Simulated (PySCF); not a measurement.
**Re2N2: other functionals and bases at one geometry**

The task here is to estimate one member of a computed series from the others.

Computed with PySCF 2.14.0. Level: several levels, as the steps say, no spin–orbit coupling.

3 further runs of the same task are left out: 2 for a known fault of the program, 1 that didn't finish.

## The system as given

4 atoms, charge 0, spin multiplicity 3.

Bond lengths: Re1–Re2 2.768 Å, Re1–N3 1.810 Å, Re1–N4 1.810 Å, Re2–N3 1.810 Å, Re2–N4 1.810 Å. Angles: Re2–Re1–N3 40.1°, Re2–Re1–N4 40.1°, N3–Re1–N4 80.3°, Re1–Re2–N3 40.1°, Re1–Re2–N4 40.1°, N3–Re2–N4 80.3°, Re1–N3–Re2 99.7°, Re1–N4–Re2 99.7°.

Geometry (Å):

```xyz
4
charge 0, multiplicity 3
Re    0.00000    0.00000    1.38412
Re    0.00000    0.00000   -1.38412
N     1.16693    0.00000    0.00000
N    -1.16693    0.00000    0.00000
```

Formal oxidation states: Re +3. An earlier session relaxed this geometry at PBE, Re def2-SVP with ECP60, N def2-SVP (triplet, point group D2h).

At PBE on the finer grid: E = -265.869080 Eh, HOMO -4.10 eV, LUMO -3.81 eV (over both spins), ⟨S²⟩ = 2.028, Mulliken charge on Re1 +0.31 e, largest force component 0.018 eV/Å. 

Levels to run: TPSS; PBE0; wB97X; CAM-B3LYP; PBE, TZVP; PBE, x2c-SVP. Hardware: 2 threads of Intel Xeon Platinum 8488C (Sapphire Rapids), shared host.

Set-up of the first run:

Contents of run.py (the lines that set the calculation):

```python
mol = gto.M(atom='''
Re     0.00000     0.00000     1.38412
Re     0.00000     0.00000    -1.38412
N      1.16693     0.00000     0.00000
N     -1.16693     0.00000     0.00000''',
    basis={'Re': 'def2-SVP', 'N': 'def2-SVP'},
    ecp={'Re': 'def2-SVP'},
    charge=0, spin=2)
mf = dft.UKS(mol, xc='TPSS')
mf.grids.atom_grid = (75, 302)
mf = mf.density_fit()  # fitting sets: Re def2-universal-JKFIT, N def2-universal-JKFIT
mf.conv_tol = 1e-08; mf.max_cycle = 55
mf.kernel(dm0)  # dm0: the density of the relaxed state
```

Command:

```console
$ OMP_NUM_THREADS=2 python run.py
```

Steps of the session up to this table: TPSS; PBE0; wB97X; CAM-B3LYP; PBE, TZVP; PBE, x2c-SVP.

One table of the session follows, with a row left open; its other results are not shown here.

```
             level  HOMO (eV)  gap (eV)  charge on Re1 (e)  largest force component (eV/Å)
PBE (relaxed here)      -4.10      0.29               0.31                            0.02
              TPSS      -4.13      0.46               0.36                            0.27
              PBE0          ?         ?                  ?                               ?
             wB97X      -7.10      5.90               0.35                            1.71
         CAM-B3LYP      -6.29      4.29               0.34                            1.29
         PBE, TZVP      -4.09      0.20               0.35                            0.33
      PBE, x2c-SVP      -4.18      0.24               0.26                            0.93
```

Q: Estimate the row for PBE0 from the others.

As computed: HOMO (eV): -5.09; gap (eV): 2.09; charge on Re1 (e): 0.36; largest force component (eV/Å): 1.41. In the column «HOMO (eV)» it lies between CAM-B3LYP (-6.29) and PBE, x2c-SVP (-4.18).

In one basis the HOMO–LUMO gap runs from 0.29 eV (PBE) to 5.90 eV (wB97X). The largest leftover force, 1.71 eV/Å with wB97X, stands at a geometry relaxed at another level. Total energies of different levels can't be compared.
